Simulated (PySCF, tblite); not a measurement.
# C₈H₁₁BS: geometry, infrared bands and NMR shifts

Wanted: the infrared bands and NMR shifts of C₈H₁₁BS (`C=c1cc(B(C)C)sc1=C`), by calculation.

Computed with tblite 0.8.0 and PySCF 2.14.0, with density-fitted response routines of our own, on a single molecule in the gas phase. Atoms are numbered from 0 throughout.

## (1) The molecule as given

21 atoms, charge 0, multiplicity 1; geometry from: force field or distance geometry start.

Bonds of the start (Å): C0–C1 1.35, C1–C2 1.39, C2–C3 1.41, C3–B4 1.57, B4–C5 1.60, B4–C6 1.60, C3–S7 1.68, S7–C8 1.68, C8–C9 1.33, C8–C1 1.40, C0–H10 1.09, C0–H11 1.07, C2–H12 1.08, C5–H13 1.11, C5–H14 1.11, C5–H15 1.10, C6–H16 1.11, C6–H17 1.10, C6–H18 1.12, C9–H19 1.09, C9–H20 1.08.

## (2) Geometry optimisation with GFN2-xTB

What the job is given:

```
{"job": {"kind": "relax", "xc": "GFN2-xTB", "basis": "xTB"}, "charge": 0, "multiplicity": 1}
C      2.827800    -1.504500    -0.186500
C      1.857200    -0.568500    -0.080800
C      0.505100    -0.910300    -0.110700
C     -0.353200     0.195400     0.012700
B     -1.923700     0.151300     0.022700
C     -2.694400    -1.234700    -0.160800
C     -2.745900     1.510500     0.179200
S      0.592900     1.576300     0.198700
C      2.085500     0.801200     0.101700
C      3.242300     1.448500     0.186500
H      2.557700    -2.547500    -0.317500
H      3.866400    -1.256000    -0.151900
H      0.130300    -1.919400    -0.230600
H     -2.403500    -1.918400     0.666500
H     -3.791300    -1.071900    -0.138200
H     -2.408500    -1.692900    -1.114900
H     -3.836800     1.312600     0.160400
H     -2.488000     2.196600    -0.642200
H     -2.489200     1.981800     1.159700
H      3.269200     2.525400     0.322000
H      4.191100     0.941700     0.123400
```

Started as:

```sh
$ OMP_NUM_THREADS=1 python probes_run.py task.json out
```

The driver reads the jobs from task.json and runs them one after another.

**Question.** This job is followed by: GFN2-xTB harmonic vibrations, gas phase; GIAO PBE0/pcSseg-1 NMR shielding, non-relativistic, gas phase. What will the session give for the following? strongest single infrared mode (GFN2-xTB); zero-point energy (GFN2-xTB); ¹³C shifts against TMS (PBE0/pcSseg-1, means over atoms taken as alike); ¹H shifts against TMS (PBE0/pcSseg-1, means over atoms taken as alike); ¹¹B shifts against BF3·OEt2 (PBE0/pcSseg-1); ³³S shifts against CS2 (PBE0/pcSseg-1).

**Answer**, as computed:

| quantity | value |
| --- | --- |
| strongest single infrared mode (GFN2-xTB) | 1197 cm⁻¹, 274 km/mol |
| zero-point energy (GFN2-xTB) | 102.2 kcal/mol |
| ¹³C shifts against TMS (PBE0/pcSseg-1, means over atoms taken as alike) | 160.0, 156.4, 156.2, 145.9, 119.4, 109.4, 13.1 ppm |
| ¹H shifts against TMS (PBE0/pcSseg-1, means over atoms taken as alike) | 6.73, 6.22, 6.22, 5.76, 5.51, 1.08 ppm |
| ¹¹B shifts against BF3·OEt2 (PBE0/pcSseg-1) | 73.4 ppm |
| ³³S shifts against CS2 (PBE0/pcSseg-1) | 168 ppm |

**Reading.** Relaxing lowered the energy by 0.502 eV in 40 steps; the close pair that moved most is C3–S7, from 1.684 to 1.772 Å. The lowest mode is imaginary (56i cm⁻¹), so the xTB geometry is not a minimum. The strongest single mode, at 1197 cm⁻¹, moves mainly B4. Unscaled tight-binding wavenumbers are off by several per cent, some by more. Its intensities can rank the bands wrongly. At PBE0/pcSseg-1: The widest tensor belongs to S7: span 323 ppm, with a paramagnetic part of -724 ppm.
